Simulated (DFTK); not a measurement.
Here is a DFTK 0.8.2 calculation.

Contents of run.jl:

```julia
using DFTK
using PseudoPotentialData
using Unitful, UnitfulAtomic
using LinearAlgebra, Printf
include("save.jl")
disable_threading()

# lattice vectors are the columns
lattice = austrip(1u"Å") * [       2.45184            0.0            0.0;
                      0.0        2.45184            0.0;
                      0.0            0.0           23.8]
symbols   = [:Ir]
positions = [[0.0, 0.0, 0.29412]]
pseudopotentials = PseudoFamily("dojo.nc.sr.pbe.v0_4_1.standard.upf")
elements = Dict(s => ElementPsp(s, pseudopotentials) for s in unique(symbols))
atoms    = [elements[s] for s in symbols]

build_model(lattice, positions; symmetries=true) =
    model_DFT(lattice, atoms, positions;
              functionals=PBE(),
              temperature=austrip(0.05u"eV"),
              smearing=Smearing.FermiDirac(),
              symmetries)
Ecut  = 40.0  # hartree
kgrid = [11, 11, 1]
tol   = 1e-6
to_GPa = ustrip(uconvert(u"GPa", 1u"hartree/bohr^3"))

model = build_model(lattice, positions)
basis = PlaneWaveBasis(model; Ecut, kgrid)
display(basis)
scfres = self_consistent_field(basis;
                               tol,
                               nbandsalg=AdaptiveBands(model; n_bands_converge=13))
display(scfres.energies)
@printf "Fermi level: %.6f eV\n" ustrip(auconvert(u"eV", something(scfres.εF, NaN)))
forces = compute_forces_cart(scfres)
println("Forces (eV/Å)")
for (s, f) in zip(symbols, forces)
    @printf "%-3s %12.6f %12.6f %12.6f\n" s ustrip.(auconvert.(u"eV/Å", f))...
end
stress = compute_stresses_cart(scfres)
println("Stress (GPa)")
display(round.(stress * to_GPa; digits=4))
println("Levels at the first k-point (eV): ", round.(ustrip.(auconvert.(u"eV", scfres.eigenvalues[1][1:scfres.n_bands_converge])); digits=4))
save_scf!(scfres; forces, stress)
```

Potentials or basis: dojo.nc.sr.pbe.v0_4_1.standard.upf (PBE).

Launch:

```bash
$ julia --threads=1 run.jl  # save.jl only writes the numbers to a file and isn't shown; printed stress counts tension as positive; times include loading and compiling
```

What does it give for the band gap on the k mesh?

None (metal or under the smearing width).

Stress tensor (GPa, compression positive):
```
-0.15  0.00  0.00
 0.00 -0.15  0.00
 0.00  0.00  0.00
```

Caveat: there is no dipole correction across the vacuum. The run has no spin-orbit coupling, so splittings on Ir are missing.
